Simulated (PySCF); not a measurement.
# C4H10Ge: the cost of one run

The runs use PySCF 2.14.0, with density-fitted response routines of our own; the level of theory stands in each step. All values are computed, except where a source is named. Atoms count from 0, in the outputs and in this text.

## (1) The starting structure

15 atoms, charge 0, multiplicity 1; geometry from: GFN2-xTB.

Bonds of the start (Å): C0–C1 1.51, C1–Ge2 1.96, C1–C3 1.50, C3–C4 1.49, C4–C1 1.50, C0–H5 1.09, C0–H6 1.09, C0–H7 1.09, Ge2–H8 1.50, Ge2–H9 1.50, Ge2–H10 1.50, C3–H11 1.08, C3–H12 1.08, C4–H13 1.08, C4–H14 1.08.

## (2) Excited states and response: B3LYP/def2-SVPD

What the job is given:

```
{"job": {"kind": "uv", "xc": "B3LYP", "basis": "def2-SVPD", "nstates": 8, "ntriplets": 3}, "charge": 0, "multiplicity": 1}
C     -0.861236    -0.397171    -1.320370
C     -0.112034    -0.032585    -0.060432
Ge     1.801857     0.327714    -0.306634
C     -0.841744     0.759956     0.986067
C     -0.539524    -0.683520     1.223871
H     -0.436015    -1.295913    -1.768036
H     -0.792458     0.410297    -2.049865
H     -1.913704    -0.582607    -1.112089
H      2.436063     0.674623     1.003293
H      2.034703     1.467769    -1.248784
H      2.522103    -0.858384    -0.868774
H     -0.294298     1.494868     1.560926
H     -1.865556     1.043364     0.788671
H      0.213464    -0.929983     1.960468
H     -1.356036    -1.390437     1.189775
```

With the program's defaults for keys left out, this is: TDDFT B3LYP/def2-SVPD, vertical, gas phase, core orbitals frozen in the response.

Run with:

```console
$ OMP_NUM_THREADS=1 python probes_run.py task.json out
```

This one command runs all jobs of the session in turn.

**Question.** How long does this job take on 1 thread of Intel Xeon at 2.50GHz, shared host, and how much memory does it need?

About 76 s, with a peak of 0.83 GiB.
